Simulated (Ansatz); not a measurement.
# One shape, several levels: GeSi2H8 (SMILES [SiH3][GeH2][SiH3])

Aim: a comparison of 6 runs (HF/3-21G, B3LYP/6-31G*, B2PLYP/aug-cc-pVDZ, MP2/3-21G, MP2/def2-TZVP, MRCISD+Q(6,6)/pcseg-0) of GeSi2H8. 

The calculation is run with Ansatz 0.2.0.

1 further run of the same task is left out (set aside as unsound or not needed).

**1. The system as given**

The species is GeSi2H8 (11 atoms), meant as a singlet with charge 0. As SMILES, `[SiH3][GeH2][SiH3]`. The shape is that of a PBE0-D4/def2-TZVP optimisation.

Bond lengths: Si1–Ge2 2.379 Å, Ge2–Si3 2.379 Å, Si1–H4 1.487 Å, Si1–H5 1.487 Å, Si1–H6 1.487 Å, Ge2–H7 1.541 Å, Ge2–H8 1.541 Å, Si3–H9 1.487 Å, Si3–H10 1.487 Å, Si3–H11 1.487 Å. Some angles: Si1–Ge2–Si3 111.0°, Si1–Ge2–H7 109.6°, Si1–Ge2–H8 109.6°, Si3–Ge2–H7 109.6°, Si3–Ge2–H8 109.5°, Ge2–Si1–H4 109.7°, Ge2–Si1–H5 109.7°, Ge2–Si1–H6 111.0°, Ge2–Si3–H9 111.0°, Ge2–Si3–H10 109.7°.

**2. Energy and gradient at HF/3-21G (run 1)**

Input file input.yaml:

```yaml
basis:
  gaussian:
    orbitals: 3-21G-spherical.json
crystal:
  periodic: [false, false, false]
  atoms:
    - {symbol: Si, position_ang: [-1.240700, 1.300100, -0.847900]}
    - {symbol: Ge, position_ang: [-0.347500, -0.027400, 0.912300]}
    - {symbol: Si, position_ang: [1.520900, -1.293400, 0.160700]}
    - {symbol: H, position_ang: [-1.664500, 0.423300, -1.971800]}
    - {symbol: H, position_ang: [-0.201200, 2.240300, -1.344600]}
    - {symbol: H, position_ang: [-2.414700, 2.084500, -0.382000]}
    - {symbol: H, position_ang: [0.080900, 0.883300, 2.078800]}
    - {symbol: H, position_ang: [-1.435600, -0.980200, 1.443500]}
    - {symbol: H, position_ang: [2.082700, -2.120500, 1.261200]}
    - {symbol: H, position_ang: [2.579600, -0.376700, -0.339400]}
    - {symbol: H, position_ang: [1.105400, -2.190400, -0.950100]}
hamiltonian:
  xc: hf
accuracy: high
output: {forces: true, orbitals: {seedname: orbitals}}
```

The basis set 3-21G is read from a file made from the Basis Set Exchange's data (not shown).

Launch:

```sh
$ ansatz run input.yaml --threads 1 --pin off --max-ram 2610MiB --events-out events.jsonl --progress --plain --runs-dir runs
```

The log of the run, shortened:

```text
Warning: RAYON_NUM_THREADS=1 ignored (pool sized by the plan → 1); use --threads N
Functional definition: HF
  name "HF"
[...]
1347 factors; integrals over basis functions are off by at most 5.8e-9 eV
[...]
mean field -71966.98705800 eV, -2644.7379934056 hartree, gradient 6.1e-8 eV, S^2 0.000000; 0 other end points of the search recorded, 0 dependent functions left out
[...]
reference -71966.98705800 eV, -2644.7379934056 hartree; 34, 34 occupied and 30, 30 virtual orbitals, 1347 factors
Total energy: -71966.98705800 eV, -2644.7379934056 hartree
Atom 0 at    -1.240700     1.300100    -0.847900 Å, force    -0.194803     0.273757    -0.347975 eV/Å
Atom 1 at    -0.347500    -0.027400     0.912300 Å, force    -0.242997    -0.016917     0.622168 eV/Å
Atom 2 at     1.520900    -1.293400     0.160700 Å, force     0.383092    -0.262848    -0.134188 eV/Å
Atom 3 at    -1.664500     0.423300    -1.971800 Å, force     0.003558    -0.011253    -0.017448 eV/Å
Atom 4 at    -0.201200     2.240300    -1.344600 Å, force     0.018093     0.005409    -0.011822 eV/Å
Atom 5 at    -2.414700     2.084500    -0.382000 Å, force    -0.019132     0.012096     0.011888 eV/Å
Atom 6 at     0.080900     0.883300     2.078800 Å, force     0.028707     0.010003    -0.049534 eV/Å
Atom 7 at    -1.435600    -0.980200     1.443500 Å, force     0.013598    -0.006608    -0.056452 eV/Å
Atom 8 at     2.082700    -2.120500     1.261200 Å, force     0.005972    -0.012080     0.020542 eV/Å
Atom 9 at     2.579600    -0.376700    -0.339400 Å, force     0.009873     0.013161    -0.015405 eV/Å
Atom 10 at     1.105400    -2.190400    -0.950100 Å, force    -0.005962    -0.004720    -0.021774 eV/Å
Dipole moment:    -0.012467    -0.000626     0.032203 e Å
```

Wall time 1.2 s (1 thread of AMD EPYC 9R45 (Zen 5), shared host); peak memory 0.18 GiB.

**3. Energy and forces at B3LYP/6-31G(d) (spherical functions) (run 2)**

Input file job.yaml:

```yaml
crystal:
  periodic: [false, false, false]
  atoms:
    - {symbol: Si, position_ang: [-1.240700, 1.300100, -0.847900]}
    - {symbol: Ge, position_ang: [-0.347500, -0.027400, 0.912300]}
    - {symbol: Si, position_ang: [1.520900, -1.293400, 0.160700]}
    - {symbol: H, position_ang: [-1.664500, 0.423300, -1.971800]}
    - {symbol: H, position_ang: [-0.201200, 2.240300, -1.344600]}
    - {symbol: H, position_ang: [-2.414700, 2.084500, -0.382000]}
    - {symbol: H, position_ang: [0.080900, 0.883300, 2.078800]}
    - {symbol: H, position_ang: [-1.435600, -0.980200, 1.443500]}
    - {symbol: H, position_ang: [2.082700, -2.120500, 1.261200]}
    - {symbol: H, position_ang: [2.579600, -0.376700, -0.339400]}
    - {symbol: H, position_ang: [1.105400, -2.190400, -0.950100]}
basis:
  gaussian:
    orbitals: 6-31G_st_-spherical.json
hamiltonian:
  xc: {name: B3LYP}
output: {forces: true, orbitals: {seedname: orbitals}}
accuracy: high
```

The basis set 6-31G* is read from a file made from the Basis Set Exchange's data (not shown).

Launch:

```sh
$ ansatz run job.yaml --threads 1 --pin off --max-ram 2610MiB --events-out events.jsonl --progress --plain --runs-dir runs
```

The log of the run, shortened:

```text
Warning: RAYON_NUM_THREADS=1 ignored (pool sized by the plan → 1); use --threads N
Functional definition: B3LYP
  name "B3LYP"
[...]
1886 factors; integrals over basis functions are off by at most 9.9e-9 eV
[...]
mean field -72397.41756944 eV, -2660.5560229448 hartree, gradient 3.0e-8 eV, S^2 0.000000; 0 other end points of the search recorded, 0 dependent functions left out
[...]
reference -72397.41762121 eV, -2660.5560248475 hartree; 34, 34 occupied and 50, 50 virtual orbitals, 1886 factors
Total energy: -72397.41762121 eV, -2660.5560248475 hartree
Atom 0 at    -1.240700     1.300100    -0.847900 Å, force    -0.079403     0.086168    -0.072699 eV/Å
Atom 1 at    -0.347500    -0.027400     0.912300 Å, force     0.005130    -0.001128    -0.016612 eV/Å
Atom 2 at     1.520900    -1.293400     0.160700 Å, force     0.109093    -0.085327    -0.001160 eV/Å
Atom 3 at    -1.664500     0.423300    -1.971800 Å, force    -0.017964     0.007604    -0.039190 eV/Å
Atom 4 at    -0.201200     2.240300    -1.344600 Å, force     0.001957     0.031342    -0.031364 eV/Å
Atom 5 at    -2.414700     2.084500    -0.382000 Å, force    -0.030441     0.032255    -0.020421 eV/Å
Atom 6 at     0.080900     0.883300     2.078800 Å, force     0.027525     0.082972     0.140814 eV/Å
Atom 7 at    -1.435600    -0.980200     1.443500 Å, force    -0.112690    -0.087623     0.081308 eV/Å
Atom 8 at     2.082700    -2.120500     1.261200 Å, force     0.036428    -0.031037     0.003456 eV/Å
Atom 9 at     2.579600    -0.376700    -0.339400 Å, force     0.040778    -0.005198    -0.017729 eV/Å
Atom 10 at     1.105400    -2.190400    -0.950100 Å, force     0.019585    -0.030027    -0.026404 eV/Å
Dipole moment:    -0.000946     0.000061     0.002460 e Å
```

Wall time 6.9 s (1 thread of AMD EPYC 9R45 (Zen 5), shared host); peak memory 0.34 GiB.

**4. Energy and gradient at B2PLYP/aug-cc-pVDZ (run 3)**

input.yaml, as its differences from that of step 2:

```diff
@@ -1,4 +1 @@
-basis:
-  gaussian:
-    orbitals: 3-21G-spherical.json
 crystal:
@@ -17,5 +14,12 @@
     - {symbol: H, position_ang: [1.105400, -2.190400, -0.950100]}
+basis:
+  gaussian:
+    orbitals: aug-cc-pVDZ
 hamiltonian:
-  xc: hf
+  xc: {name: B2PLYP}
+correlation:
+  frozen_orbitals: {Ge: 9, H: 0, Si: 5}
 accuracy: high
-output: {forces: true, orbitals: {seedname: orbitals}}
+output:
+  forces: true
+  orbitals: {seedname: orbitals}
```

Launch:

```sh
$ ansatz run input.yaml --threads 1 --pin off --max-ram 2610MiB --events-out events.jsonl --progress --plain --runs-dir runs
```

The log of the run, shortened:

```text
Warning: RAYON_NUM_THREADS=1 ignored (pool sized by the plan → 1); use --threads N
Functional definition: B2PLYP
  name "B2PLYP"
[...]
3296 factors; integrals over basis functions are off by at most 4.4e-9 eV
[...]
mean field -72381.01958659 eV, -2659.9534081902 hartree, gradient 2.4e-8 eV, S^2 0.000000; 0 other end points of the search recorded, 0 dependent functions left out
19 core orbitals not correlated: weight in the atoms' cores, before any rotation towards them, 1.000 or more for the frozen orbitals, at most 0.000 for the correlated occupied ones
reference -72381.01963086 eV, -2659.9534098167 hartree; 15, 15 occupied and 128, 128 virtual orbitals, 3296 factors
second order -11.94427086 eV of doubles, -0.00000000 eV of singles
[...]
Total energy: -72384.24458399 eV, -2660.0719246584 hartree
Atom 0 at    -1.240700     1.300100    -0.847900 Å, force    -0.071315     0.084478    -0.087012 eV/Å
Atom 1 at    -0.347500    -0.027400     0.912300 Å, force    -0.067389    -0.005723     0.170163 eV/Å
Atom 2 at     1.520900    -1.293400     0.160700 Å, force     0.112733    -0.082856    -0.017121 eV/Å
Atom 3 at    -1.664500     0.423300    -1.971800 Å, force    -0.024134    -0.057960    -0.068594 eV/Å
Atom 4 at    -0.201200     2.240300    -1.344600 Å, force     0.069259     0.057010    -0.029250 eV/Å
Atom 5 at    -2.414700     2.084500    -0.382000 Å, force    -0.072782     0.049458     0.028447 eV/Å
Atom 6 at     0.080900     0.883300     2.078800 Å, force     0.006873     0.016343     0.026164 eV/Å
Atom 7 at    -1.435600    -0.980200     1.443500 Å, force    -0.021241    -0.016520     0.013652 eV/Å
Atom 8 at     2.082700    -2.120500     1.261200 Å, force     0.034855    -0.051205     0.067256 eV/Å
Atom 9 at     2.579600    -0.376700    -0.339400 Å, force     0.064207     0.061420    -0.032176 eV/Å
Atom 10 at     1.105400    -2.190400    -0.950100 Å, force    -0.031064    -0.054443    -0.071528 eV/Å
Dipole moment:     0.000665     0.000162    -0.001675 e Å
```

It took 46 s on 1 thread of AMD EPYC 9R45 (Zen 5), shared host; peak memory 0.96 GiB.

Runs 4 to 5 aren't shown in full; the table further down has their settings and results.

**5. The energy at MRCISD+Q(6,6)/pcseg-0 (run 6)**

Input file molecule.yaml:

```yaml
crystal:
  periodic: [false, false, false]
  atoms:
    - {symbol: Si, position_ang: [-1.240700, 1.300100, -0.847900]}
    - {symbol: Ge, position_ang: [-0.347500, -0.027400, 0.912300]}
    - {symbol: Si, position_ang: [1.520900, -1.293400, 0.160700]}
    - {symbol: H, position_ang: [-1.664500, 0.423300, -1.971800]}
    - {symbol: H, position_ang: [-0.201200, 2.240300, -1.344600]}
    - {symbol: H, position_ang: [-2.414700, 2.084500, -0.382000]}
    - {symbol: H, position_ang: [0.080900, 0.883300, 2.078800]}
    - {symbol: H, position_ang: [-1.435600, -0.980200, 1.443500]}
    - {symbol: H, position_ang: [2.082700, -2.120500, 1.261200]}
    - {symbol: H, position_ang: [2.579600, -0.376700, -0.339400]}
    - {symbol: H, position_ang: [1.105400, -2.190400, -0.950100]}
basis:
  gaussian:
    orbitals: pcseg-0.json
correlation:
  method: fic_mrcisd_q
  active_space: {window: {electrons: 6, orbitals: 6}}
output: {orbitals: {seedname: orbitals}}
```

The basis set pcseg-0 is read from a file made from the Basis Set Exchange's data (not shown).

Launch:

```sh
$ ansatz run molecule.yaml --threads 1 --pin off --max-ram 2610MiB --events-out events.jsonl --progress --plain --runs-dir runs
```

The log of the run:

```text
Warning: RAYON_NUM_THREADS=1 ignored (pool sized by the plan → 1); use --threads N
[... 33 lines left out ...]
Total energy: -72236.10995193 eV, -2654.6280773396 hartree
```

Run time: 5.4 s. Hardware: 1 thread of AMD EPYC 9R45 (Zen 5), shared host; peak memory 0.21 GiB.

**6. All runs side by side**

```csv
run,level,frozen core orbitals,task,energy (Eh),dipole moment (D),HOMO energy (eV),LUMO energy (eV),wall time
1,HF/3-21G,–,gradient,-2644.737993,0.17,-10.34,3.27,1.2 s
2,B3LYP/6-31G* (spherical functions),–,gradient,-2660.556025,0.01,-7.60,0.03,6.9 s
3,B2PLYP/aug-cc-pVDZ,19,gradient,-2660.071925,0.01,-8.76,0.31,46 s
4,MP2/3-21G,19,gradient,-2644.909453,0.13,-10.34,3.27,1.9 s
5,MP2/def2-TZVP,19,gradient,-2658.404213,0.03,-10.31,2.95,21 s
6,"MRCISD+Q(6,6)/pcseg-0",see input,energy,-2654.628077,–,–,–,5.4 s
```

**7. Results**

| quantity | value |
| --- | --- |
| run 6: total energy | -2654.62808 Eh |

What this shows: Over runs 1, 2, 3, 4, 5 the dipole moment (its size) runs from 0.01 D (B2PLYP/aug-cc-pVDZ) to 0.17 D (HF/3-21G). The two ends differ in method and basis. The two dipoles point in opposite directions. A double hybrid's value is that of its SCF part. Over runs 1, 2, 3 the HOMO–LUMO gap runs from 7.63 eV (B3LYP/6-31G*) to 13.61 eV (HF/3-21G). Totals of different functionals can't be ranked against each other. All runs together took 82 s, the longest 46 s.
